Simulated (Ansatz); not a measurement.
This script makes a comparison of norm-conserving and PAW potentials of Rh, space group P6_3/mmc with Ansatz's Python interface.

Script `run_nc_paw.py`:
```python
'''Two kinds of potentials on Rh.'''

import logging
import sys

import ansatz as az
import numpy as np

logging.basicConfig(stream=sys.stdout, format='%(name)s: %(message)s')
log = logging.getLogger('run')
log.setLevel(logging.INFO)

FUNCTIONAL = 'pbesol'
KSPACING = 0.24
FILLING = 'fermi_dirac'


def count_gap(report):
    # lowest empty less highest filled band, counting bands; zero where they overlap
    return max(report.get('gap_by_band_count_ev') or 0.0, 0.0)


def main() -> None:
    system = (
        az.Lattice.of((2.730979, 0.0, 0.0), (-1.36549, 2.365097, 0.0), (0.0, 0.0, 4.428489))
        .atom('Rh', (2 / 3, 1 / 3, 0.75))
        .atom('Rh', (1 / 3, 2 / 3, 0.25))
    )

    calculation = (
        system.calculation()
        .functional(FUNCTIONAL)
        .kpoints(spacing=KSPACING)
        .occupations(FILLING)
        .stress()
        .forces()  # minus the gradient of the free energy
        .band_table()  # levels at the mesh points
    )
    variants = {
        'PAW': calculation.pseudopotentials('paw'),
        'norm-conserving': calculation.pseudopotentials('nc'),
    }
    # totals differ by the cores that each treatment holds, so compare what does not depend on them
    rows = []
    for label, variant in variants.items():
        data = variant.run(threads=1, pin='off').report
        levels = np.array(data['eigenvalues_ev'][0]) - data['fermi_energy_ev']
        print(label, 'levels at the first k-point near E_F:', np.round(levels[np.abs(levels) < 5], 3))
        rows.append((label, data['n_electrons'], np.trace(data['stress_gpa']) / 3, count_gap(data)))
    log.info('     treatment  electrons in bands           P GPa  gap by band count eV')
    for row in rows:
        log.info(f'{str(row[0]):>14s}  {row[1]:18.1f}  {row[2]:14.3f}  {row[3]:20.3f}')


if __name__ == '__main__':
    main()
```

How well do the two treatments of the cores agree on the pressure?

PAW gives -13.331 GPa and norm-conserving -12.971 GPa, 0.36 GPa apart (a gap this large is an error of one set of files, which an all-electron run can settle). They took 1.9 and 9.0 s of processor time.

The output:

```console
$ python run_nc_paw.py
DeckWarning: basis.ecutwfc = 420 eV, auto-derived from the records' recommended cutoffs: set by Rh (normal level)
PAW levels at the first k-point near E_F: [-2.938 -2.853 -2.853 -2.363 -2.363 -1.769 -1.769  0.154  0.154  0.678]
DeckWarning: basis.ecutwfc = 1197.300995 eV, auto-derived from the records' recommended cutoffs: set by Rh (normal level)
norm-conserving levels at the first k-point near E_F: [-2.939 -2.854 -2.854 -2.364 -2.364 -1.769 -1.769  0.154  0.154  0.672]
run:      treatment  electrons in bands           P GPa  gap by band count eV
run:            PAW                34.0         -13.331                 0.000
run: norm-conserving                34.0         -12.971                 0.000
```
(Warnings from the package without file and line.)

Notes:
- Absolute energies stand on the zero of these potentials, so only differences at equal settings mean something. A total without «per atom» is that of the cell as typed.
- The mesh is modest for a metal, so energies can be off by several to tens of meV an atom and pressures by half a GPa or more; differences at equal mesh fare better.
- A gap by band count of zero or less means overlapping bands, a metal.
- At these settings the cell as given stands under about -13 GPa, so it isn't at this functional's equilibrium volume.
- This isn't the structure that Rh takes at ambient conditions.
- Gaps and levels are Kohn-Sham values on a finite set of k-points, without spin-orbit coupling.
- Stress is positive in compression.
- It ran for 12 s on 1 thread of Arm Neoverse V1 (shared host), peak memory 0.49 GiB.
